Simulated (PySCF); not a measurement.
# FeCl4 (+2): ligand-field states, part 2 of 2

PySCF 2.14.0. Atoms count from 0. Earlier steps stand in the parts before.

## 4. Ligand-field states: state-averaged CASSCF (bond length × 0.96)

What the job is given:

```
{"job": {"kind": "lf", "basis": {"metal": "x2c-TZVPall", "ligand": "x2c-SVPall"}, "nevpt": true, "reuse": true}, "charge": 2, "metal": "Fe", "open_shell": "d2"}
Fe     0.000000     0.000000     0.000000
Cl     1.086342     1.086342     1.086343
Cl    -1.086342    -1.086342     1.086343
Cl    -1.086342     1.086342    -1.086343
Cl     1.086342    -1.086342    -1.086343
```

With the program's defaults for keys left out, this is: state-averaged CASSCF of the metal d shell, SC-NEVPT2 on the averaged canonical orbitals, state-interaction spin-orbit coupling.

Output:

```text
basis functions 120, electrons 92, active (2e, 5o)
start from the orbitals of the previous structure
stage 1: DIIS on the effective Fock matrix, level shift 0.30
cycle   1  E = -3111.0673030786  dE = -3.111e+03  max|g| = 6.427e+00
cycle   2  E = -3111.4243150411  dE = -3.570e-01  max|g| = 4.867e-01
cycle   3  E = -3112.7888526651  dE = -1.365e+00  max|g| = 5.442e-01
cycle   4  E = -3111.4839515335  dE =  1.305e+00  max|g| = 3.436e-01
cycle   5  E = -3111.5783885278  dE = -9.444e-02  max|g| = 1.153e+00
cycle   6  E = -3110.9081304505  dE =  6.703e-01  max|g| = 1.294e+00
cycle   7  E = -3111.7867552812  dE = -8.786e-01  max|g| = 3.809e-01
cycle   8  E = -3110.1809072106  dE =  1.606e+00  max|g| = 1.841e+00
cycle   9  E = -3109.5418964019  dE =  6.390e-01  max|g| = 2.602e+00
cycle  10  E = -3111.1401047261  dE = -1.598e+00  max|g| = 1.943e+00
cycle  11  E = -3111.8090426663  dE = -6.689e-01  max|g| = 1.599e+00
cycle  12  E = -3112.0822916950  dE = -2.732e-01  max|g| = 1.422e+00
cycle  13  E = -3112.1052135703  dE = -2.292e-02  max|g| = 1.418e+00
cycle  14  E = -3111.9586970577  dE =  1.465e-01  max|g| = 1.538e+00
cycle  15  E = -3112.0273962861  dE = -6.870e-02  max|g| = 1.495e+00
stage 2: quasi-Newton rotations from the point of smallest gradient
cycle  18  E = -3111.5483274703  dE = -6.438e-02  max|g| = 1.297e-01
cycle  19  E = -3111.6476419429  dE = -9.931e-02  max|g| = 2.950e-01
cycle  20  E = -3112.0267198770  dE = -3.791e-01  max|g| = 3.956e-01
cycle  22  E = -3112.4465768887  dE = -4.199e-01  max|g| = 4.601e-01
cycle  23  E = -3112.7024860767  dE = -2.559e-01  max|g| = 3.496e-01
cycle  26  E = -3112.7785883336  dE = -7.610e-02  max|g| = 2.464e-01
cycle  27  E = -3112.8636205009  dE = -8.503e-02  max|g| = 1.238e-01
cycle  28  E = -3112.9013408419  dE = -3.772e-02  max|g| = 1.020e-01
cycle  29  E = -3112.9229588764  dE = -2.162e-02  max|g| = 6.613e-02
cycle  30  E = -3112.9406417211  dE = -1.768e-02  max|g| = 5.018e-02
cycle  33  E = -3112.9416930885  dE = -1.051e-03  max|g| = 3.332e-02
cycle  34  E = -3112.9426759774  dE = -9.829e-04  max|g| = 1.162e-02
cycle  35  E = -3112.9427737493  dE = -9.777e-05  max|g| = 4.049e-03
cycle  36  E = -3112.9428113593  dE = -3.761e-05  max|g| = 2.782e-03
cycle  37  E = -3112.9428477111  dE = -3.635e-05  max|g| = 1.432e-03
cycle  38  E = -3112.9428526782  dE = -4.967e-06  max|g| = 6.814e-04
cycle  39  E = -3112.9428538587  dE = -1.180e-06  max|g| = 1.334e-04
cycle  40  E = -3112.9428539213  dE = -6.260e-08  max|g| = 6.721e-05
cycle  41  E = -3112.9428539365  dE = -1.524e-08  max|g| = 2.219e-05
cycle  42  E = -3112.9428539382  dE = -1.637e-09  max|g| = 7.277e-06
converged average energy = -3112.9428539382

 mult deg   label        CASSCF/cm-1   NEVPT2/cm-1
   3   1   3A2                 0.0           0.0
   1   2   1E              10011.8        9704.5
   1   1   1A1             18388.1       17771.2
   3   3   3T2             11826.4       28413.2
   3   3   3T1             16477.3       30913.3
   1   3   1T2             21334.8       32590.8
   1   3   1T1             21288.6       33886.0
   3   3   3T1             32351.8       34727.5
   1   2   1E              35335.1       36479.4
   1   3   1T2             40707.5       36602.7
   1   1   1A1             51135.9       37796.0

spin-orbit levels / cm-1
      0.00  x3  3A2 1.00
   9701.21  x2  1E 1.00
  17769.73  x1  1A1 1.00
  28354.87  x1  3T2 1.00
  28354.89  x1  3T2 1.00
  28362.33  x1  3T2 1.00
  28362.34  x1  3T2 1.00
  28362.35  x1  3T2 1.00
  28450.99  x1  3T2 1.00
  28451.01  x2  3T2 1.00
  28510.48  x1  3T2 1.00
  30799.87  x2  3T1 0.99
  30799.88  x1  3T1 0.99
  30816.73  x1  3T1 1.00
  30816.75  x1  3T1 1.00
  31013.06  x2  3T1 1.00
  31013.07  x1  3T1 1.00
  31079.25  x1  3T1 0.99
  32591.06  x1  1T2 0.98
  32591.07  x1  1T2 0.98
  32591.11  x1  1T2 0.98
  33856.11  x1  1T1 0.95 3T1 0.05
  33856.13  x1  1T1 0.95 3T1 0.05
  33856.15  x1  1T1 0.95 3T1 0.05
  34448.72  x1  3T1 1.00
  34636.87  x2  3T1 0.95 1T1 0.05
  34636.90  x1  3T1 0.95 1T1 0.05
  34870.04  x1  3T1 0.98
  34870.06  x1  3T1 0.98
  34895.48  x2  3T1 0.99
```

It took 6.8 s on 1 thread of Arm Neoverse V2, shared host; peak memory 0.31 GiB.

Warnings kept with the result: an active orbital is not mainly the metal shell.

An active orbital is only 41 % metal, under the run's own bar for a metal shell, so levels, ζ, ground spin and magnetism of this run may not be those of the metal's shell and are not read here.

## 5. Ligand-field states: state-averaged CASSCF (bond length × 1.04)

What the job is given:

```
{"job": {"kind": "lf", "basis": {"metal": "x2c-TZVPall", "ligand": "x2c-SVPall"}, "nevpt": true, "reuse": true}, "charge": 2, "metal": "Fe", "open_shell": "d2"}
Fe     0.000000     0.000000     0.000000
Cl     1.176871     1.176871     1.176871
Cl    -1.176871    -1.176871     1.176871
Cl    -1.176871     1.176871    -1.176871
Cl     1.176871    -1.176871    -1.176871
```

Level: state-averaged CASSCF of the metal d shell, SC-NEVPT2 on the averaged canonical orbitals, state-interaction spin-orbit coupling.

Output:

```text
basis functions 120, electrons 92, active (2e, 5o)
start from the orbitals of the previous structure
stage 1: DIIS on the effective Fock matrix, level shift 0.30
cycle   1  E = -3109.2658712928  dE = -3.109e+03  max|g| = 7.876e+00
cycle   2  E = -3111.6565949217  dE = -2.391e+00  max|g| = 6.263e-01
cycle   3  E = -3111.8077320289  dE = -1.511e-01  max|g| = 9.572e-01
cycle   4  E = -3111.1087980635  dE =  6.989e-01  max|g| = 5.359e-01
cycle   5  E = -3110.5490425254  dE =  5.598e-01  max|g| = 8.890e-01
cycle   6  E = -3111.6499394348  dE = -1.101e+00  max|g| = 7.484e-01
cycle   7  E = -3109.9725160402  dE =  1.677e+00  max|g| = 2.913e+00
cycle   8  E = -3109.8786643674  dE =  9.385e-02  max|g| = 2.764e+00
cycle   9  E = -3109.8037553556  dE =  7.491e-02  max|g| = 2.500e+00
cycle  10  E = -3109.6258321966  dE =  1.779e-01  max|g| = 2.530e+00
...
cycle  30  E = -3112.9754933279  dE = -3.294e-03  max|g| = 8.518e-03
cycle  31  E = -3112.9758339923  dE = -3.407e-04  max|g| = 1.283e-02
cycle  32  E = -3112.9759924550  dE = -1.585e-04  max|g| = 8.432e-03
cycle  33  E = -3112.9760822714  dE = -8.982e-05  max|g| = 2.352e-03
cycle  34  E = -3112.9760918787  dE = -9.607e-06  max|g| = 4.255e-03
cycle  35  E = -3112.9761063265  dE = -1.445e-05  max|g| = 1.430e-03
cycle  36  E = -3112.9761081811  dE = -1.855e-06  max|g| = 1.146e-03
cycle  37  E = -3112.9761096066  dE = -1.426e-06  max|g| = 1.557e-04
cycle  38  E = -3112.9761096229  dE = -1.630e-08  max|g| = 1.235e-04
cycle  39  E = -3112.9761096518  dE = -2.888e-08  max|g| = 1.063e-05
cycle  40  E = -3112.9761096522  dE = -3.861e-10  max|g| = 6.034e-06
converged average energy = -3112.9761096522

 mult deg   label        CASSCF/cm-1   NEVPT2/cm-1
   3   1   3A2                 0.0           0.0
   1   2   1E              12966.1       13943.8
   1   1   1A1             23783.5       26206.0
   1   2   1E              21954.5       40069.6
   1   1   1A1             42063.2       41327.9
   3   3   3T1             19599.7       42350.2
   1   3   1T2             30460.8       42637.9
   3   3   3T2             -1188.7       54474.5
   3   3   3T1              2869.0       56412.4
   1   3   1T2              6670.2       58412.4
   1   3   1T1              7098.5       59814.9

spin-orbit levels / cm-1
      0.00  x3  3A2 1.00
  13942.01  x2  1E 1.00
  26205.65  x1  1A1 1.00
  40054.27  x2  1E 0.99
  41288.29  x1  1A1 0.97 3T1 0.03
  42093.42  x1  3T1 0.97 1A1 0.03
  42204.04  x3  3T1 1.00
  42421.12  x3  3T1 0.75 1T2 0.25
  42501.30  x2  3T1 0.99
  42699.77  x1  1T2 0.75 3T1 0.25
  42699.79  x1  1T2 0.75 3T1 0.25
  42699.80  x1  1T2 0.75 3T1 0.25
  54426.05  x3  3T2 1.00
  54435.64  x2  3T2 1.00
  54537.69  x3  3T2 1.00
  54578.71  x1  3T2 1.00
  56313.34  x3  3T1 0.99
  56329.83  x2  3T1 1.00
  56508.23  x3  3T1 1.00
  56617.46  x1  3T1 1.00
  58432.17  x1  1T2 0.99
  58432.18  x1  1T2 0.99
  58432.20  x1  1T2 0.99
  59822.06  x1  1T1 1.00
  59822.07  x1  1T1 1.00
  59822.08  x1  1T1 1.00
```

Run time: 7 s. Hardware: 1 thread of Arm Neoverse V2, shared host; peak memory 0.31 GiB.

Warnings kept with the result: an active orbital is not mainly the metal shell.

An active orbital is only 34 % metal, under the run's own bar for a metal shell, so levels, ζ, ground spin and magnetism of this run may not be those of the metal's shell and are not read here.

## 6. Ligand-field states: state-averaged CASSCF (bond length × 1.08)

What the job is given:

```
{"job": {"kind": "lf", "basis": {"metal": "x2c-TZVPall", "ligand": "x2c-SVPall"}, "nevpt": true, "reuse": true}, "charge": 2, "metal": "Fe", "open_shell": "d2"}
Fe     0.000000     0.000000     0.000000
Cl     1.222135     1.222135     1.222135
Cl    -1.222135    -1.222135     1.222135
Cl    -1.222135     1.222135    -1.222135
Cl     1.222135    -1.222135    -1.222135
```

Level: state-averaged CASSCF of the metal d shell, SC-NEVPT2 on the averaged canonical orbitals, state-interaction spin-orbit coupling.

Output:

```text
basis functions 120, electrons 92, active (2e, 5o)
start from the orbitals of the previous structure
stage 1: DIIS on the effective Fock matrix, level shift 0.30
cycle   1  E = -3112.3756579877  dE = -3.112e+03  max|g| = 2.724e+00
cycle   2  E = -3111.5775678228  dE =  7.981e-01  max|g| = 8.205e-01
cycle   3  E = -3110.4297484286  dE =  1.148e+00  max|g| = 4.693e-01
cycle   4  E = -3110.3553792910  dE =  7.437e-02  max|g| = 8.020e-01
cycle   5  E = -3109.4558961544  dE =  8.995e-01  max|g| = 1.435e+00
cycle   6  E = -3108.1420531673  dE =  1.314e+00  max|g| = 1.735e+00
cycle   7  E = -3109.1528912551  dE = -1.011e+00  max|g| = 1.714e+00
cycle   8  E = -3109.9064239614  dE = -7.535e-01  max|g| = 1.608e+00
cycle   9  E = -3110.3612023510  dE = -4.548e-01  max|g| = 1.332e+00
cycle  10  E = -3110.6272470402  dE = -2.660e-01  max|g| = 1.045e+00
...
cycle  34  E = -3112.9653917641  dE = -2.636e-02  max|g| = 4.993e-02
cycle  35  E = -3112.9688137731  dE = -3.422e-03  max|g| = 1.862e-02
cycle  36  E = -3112.9696461800  dE = -8.324e-04  max|g| = 1.127e-02
cycle  37  E = -3112.9699690945  dE = -3.229e-04  max|g| = 8.874e-03
cycle  38  E = -3112.9700222222  dE = -5.313e-05  max|g| = 2.150e-03
cycle  39  E = -3112.9700299937  dE = -7.772e-06  max|g| = 4.957e-04
cycle  40  E = -3112.9700306061  dE = -6.125e-07  max|g| = 2.691e-04
cycle  41  E = -3112.9700306759  dE = -6.978e-08  max|g| = 2.247e-04
cycle  42  E = -3112.9700308025  dE = -1.266e-07  max|g| = 3.612e-05
cycle  43  E = -3112.9700308045  dE = -2.040e-09  max|g| = 1.154e-05
cycle  44  E = -3112.9700308049  dE = -4.156e-10  max|g| = 9.615e-06
converged average energy = -3112.9700308049

 mult deg   label        CASSCF/cm-1   NEVPT2/cm-1
   3   1   3A2                 0.0           0.0
   1   2   1E              15627.1       19933.5
   1   1   1A1             24947.0       34733.5
   1   2   1E              11088.6       40020.9
   1   1   1A1             37516.1       43279.5
   3   3   3T1             10529.3       43393.4
   1   3   1T2             23871.9       44548.7
   3   3   3T2            -10139.5       65661.8
   3   3   3T1             -6574.0       67355.5
   1   3   1T2             -3310.8       69341.4
   1   3   1T1             -2874.3       70586.6

spin-orbit levels / cm-1
      0.00  x3  3A2 1.00
  19933.35  x1  1E 1.00
  19934.44  x1  1E 1.00
  34730.59  x1  1A1 1.00
  40003.85  x1  1E 1.00
  40008.60  x1  1E 1.00
  43044.05  x1  3T1 0.75 1A1 0.25
  43251.45  x1  3T1 1.00
  43253.61  x1  3T1 1.00
  43253.74  x1  3T1 1.00
  43347.79  x1  1A1 0.75 3T1 0.25
  43514.30  x1  3T1 0.98
  43516.34  x1  3T1 0.98
  43516.45  x1  3T1 0.98
  43540.46  x1  3T1 1.00
  43543.40  x1  3T1 1.00
  44559.41  x1  1T2 0.98
  44559.64  x1  1T2 0.98
  44566.20  x1  1T2 0.98
  65608.34  x1  3T2 1.00
  65608.59  x1  3T2 1.00
  65608.61  x1  3T2 1.00
  65612.96  x1  3T2 1.00
  65613.32  x1  3T2 1.00
  65718.93  x1  3T2 1.00
  65719.10  x1  3T2 1.00
  65719.12  x1  3T2 1.00
  65767.80  x1  3T2 1.00
  67260.24  x1  3T1 0.99
  67260.27  x1  3T1 0.99
```

Wall time 8.6 s (1 thread of Arm Neoverse V2, shared host); peak memory 0.31 GiB.

Warnings kept with the result: an active orbital is not mainly the metal shell.

An active orbital is only 30 % metal, under the run's own bar for a metal shell, so levels, ζ, ground spin and magnetism of this run may not be those of the metal's shell and are not read here.

## 7. Results

What follows sums up all 2 parts.

| quantity | value |
| --- | --- |
| ligand-field states | no level gives a usable value |

Steps 2, 3, 4, 5, 6 are set aside: its active space failed the test for the metal's shell.
